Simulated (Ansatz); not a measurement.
# Si₂N₃H₈ radical: relaxing the structure

The task is to find a stationary geometry of Si₂N₃H₈ radical.

Computed with Ansatz 0.2.0, Gaussian basis. Level: UKS PBE0-D4/def2-TZVP.

The runs, in order: relaxation at PBE0-D4/def2-TZVP.

1 further run of the same task is left out (set aside as unsound or not needed).

## (1) Starting geometry

SMILES `N[SiH]N[SiH2]N`, 13 atoms, charge 0, spin multiplicity 2.

Atoms are counted from 1 here; the program's logs count them from 0.

Bond lengths: N1–Si2 1.726 Å, N1–H6 1.006 Å, N1–H7 1.009 Å, Si2–N3 1.742 Å, Si2–H8 1.469 Å, N3–Si4 1.723 Å, N3–H9 1.006 Å, Si4–N5 1.732 Å, Si4–H10 1.470 Å, Si4–H11 1.467 Å, N5–H12 1.007 Å, N5–H13 1.008 Å. Angles: Si2–N1–H6 119.8°, Si2–N1–H7 115.8°, H6–N1–H7 110.8°, N1–Si2–N3 107.3°, N1–Si2–H8 107.9°, N3–Si2–H8 108.6°, Si2–N3–Si4 130.9°, Si2–N3–H9 113.4°, Si4–N3–H9 114.7°, N3–Si4–N5 105.6°, N3–Si4–H10 105.5°, N3–Si4–H11 114.7°, N5–Si4–H10 116.4°, N5–Si4–H11 103.7°, H10–Si4–H11 111.2°, Si4–N5–H12 116.8°, Si4–N5–H13 116.8°, H12–N5–H13 109.2°.

The start is a GFN2-xTB geometry.

## (2) Geometry optimisation, PBE0-D4/def2-TZVP

in.yaml reads:

```yaml
crystal:
  periodic: [false, false, false]
  atoms:
    - {symbol: N, position_ang: [-1.162500, -1.622030, 0.224140]}
    - {symbol: Si, position_ang: [0.452200, -1.810500, -0.354820]}
    - {symbol: N, position_ang: [1.068930, -0.218830, -0.700290]}
    - {symbol: Si, position_ang: [0.400660, 1.340740, -0.398240]}
    - {symbol: N, position_ang: [-0.314750, 1.244190, 1.175630]}
    - {symbol: H, position_ang: [-1.581310, -2.347210, 0.781450]}
    - {symbol: H, position_ang: [-1.394080, -0.709980, 0.589590]}
    - {symbol: H, position_ang: [0.395590, -2.574080, -1.608770]}
    - {symbol: H, position_ang: [1.865640, -0.223680, -1.314480]}
    - {symbol: H, position_ang: [1.519010, 2.282970, -0.551560]}
    - {symbol: H, position_ang: [-0.722390, 1.705270, -1.268360]}
    - {symbol: H, position_ang: [-0.785120, 2.068900, 1.512250]}
    - {symbol: H, position_ang: [0.258120, 0.864230, 1.913460]}
basis:
  gaussian: {orbitals: def2-TZVP}
magnetization: {spin_polarized: true, initial_magnetization: 1}
hamiltonian: {xc: pbe0, dispersion: d4}
relax: {f_tol: 0.005, max_steps: 150}
```

The run is started by

```bash
> ansatz run in.yaml --threads 2 --pin off --events-out ev --progress --plain --max-ram 22528MiB --backend cuda --devices 0, --max-vram 18GiB
```

**Question.** What will the summary of the whole plan be? Wanted: point group; shift from the start; total energy; dispersion term; dipole moment.

The runs gave:

| quantity | value |
| --- | --- |
| point group | C1 |
| steps | 16 |
| shift from the start (rms) | 0.328 Å |
| total energy | -20348.2787 eV |
| dispersion term | -290 meV |
| dipole moment | 2.00 D |

What this shows: The atoms moved 0.33 Å (rms) from the start; the bond that changed most is Si2–H8, from 1.469 to 1.504 Å. No vibrations were run, so it is not proven to be a minimum. The largest Mulliken charge, -0.65 e, sits on N5.
